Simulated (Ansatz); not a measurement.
Write a Python script for the Ansatz DFT code, driven from Python that makes harmonic frequencies at the relaxed geometry of AsH. Use (for the species named): PBE0, def2-TZVP basis, multiplicity 3.

```xyz
2

As    0.7819    0.0000    0.0000
H    -0.7819    0.0000    0.0000
```

Script `freq_ash.py`:
```python
"""Vibrations of AsH."""

import ansatz as az
import numpy as np


def main() -> None:
    geometry_ang = [
        ("As", (0.7819, 0.0, 0.0)),
        ("H", (-0.7819, 0.0, 0.0)),
    ]
    geometry = az.Crystal.molecule()
    for symbol, xyz in geometry_ang:
        geometry = geometry.atom(symbol, xyz)

    base = (
        geometry.calculation()
        .basis(gaussian="def2-TZVP")
        .functional("PBE0")
        .spin("collinear", total=2)
    )
    symbols = [site.symbol for site in geometry.cartesian_sites]
    start = np.array([site.position_ang for site in geometry.cartesian_sites], dtype=float)
    def progress(event):
        if event["event"] == "relax_step":
            row = event["data"]
            print(f"step {row['step']:3d}  E = {row['lagrangian_ev']:.6f} eV  max force {row['allowed_force_max_ev_ang']:.4f} eV/A")


    rep = base.relax(force_tolerance=0.003).session().plan().execute(on_event=progress).report
    end = np.array(rep["positions_ang"])

    print("final positions (A) and the move of each atom")
    for symbol, xyz, old in zip(symbols, end, start):
        print(f"{symbol:2s} {xyz[0]:10.5f} {xyz[1]:10.5f} {xyz[2]:10.5f}   {np.linalg.norm(xyz - old):7.4f}")

    # same settings at the minimum
    minimum = az.Crystal.molecule()
    for symbol, xyz in zip(symbols, end):
        minimum = minimum.atom(symbol, xyz.tolist())
    vibrating = (
        minimum.calculation()
        .basis(gaussian="def2-TZVP")
        .functional("PBE0")
        .spin("collinear", total=2)
        .phonons(temperatures=(100, 500, 100))
    )
    vib = vibrating.run(threads=1).report["vibrations"]
    sums = vib["harmonic_sums"]
    modes = [m["omega_inv_cm"] for m in sums["modes_at_gamma"] if m["rigid_motion"] == "no"]
    for number, w in enumerate(modes, start=1):
        print(f"mode {number:2d} {w:9.1f} 1/cm {w / 8065.544 * 1000:8.2f} meV")
    print("imaginary modes:", sum(w < 0 for w in modes), " zero-point energy:", round(sums["zero_point_energy_ev"], 4), "eV")
    print("T (K)   F_vib (eV)   S_vib (meV/K)   C_vib (meV/K)")
    for row in zip(sums["temperatures_k"], sums["vibrational_free_energy_ev"], vib["entropy_ev_per_k"], vib["heat_capacity_ev_per_k"]):
        print(f"{row[0]:6.1f} {row[1]:11.4f} {1000 * row[2]:13.4f} {1000 * row[3]:15.4f}")


if __name__ == "__main__":
    main()
```

```console
$ python freq_ash.py
step   1  E = -60848.634551 eV  max force 0.5204 eV/A
step   2  E = -60848.643107 eV  max force 0.0425 eV/A
step   3  E = -60848.643159 eV  max force 0.0004 eV/A
final positions (A) and the move of each atom
As    0.76575    0.00000   -0.00000    0.0162
H    -0.76575   -0.00000    0.00000    0.0162
mode  1    2177.8 1/cm   270.01 meV
imaginary modes: 0  zero-point energy: 0.135 eV
T (K)   F_vib (eV)   S_vib (meV/K)   C_vib (meV/K)
 100.0      0.1350        0.0000          0.0000
 200.0      0.1350        0.0000          0.0000
 300.0      0.1350        0.0000          0.0003
 400.0      0.1350        0.0003          0.0021
 500.0      0.1349        0.0012          0.0064
```

Reading the output:
- Total energies depend on the basis set; only differences at equal settings carry meaning.
- The frequencies are harmonic and unscaled, in a modest basis. The result belongs to the one conformer reached from this start, and soft torsions count as harmonic oscillators.
- The species is open-shell (spin multiplicity 3).
- The spin state was assumed, and another may lie lower.
- The whole script took 14 s on 1 thread of Arm Neoverse V2, with other jobs on the host, peak memory 0.18 GiB.

(A comment or docstring line of the script was reworded after the run, the code is as it ran; lines on the test bed's own set-up are left out of the output.)
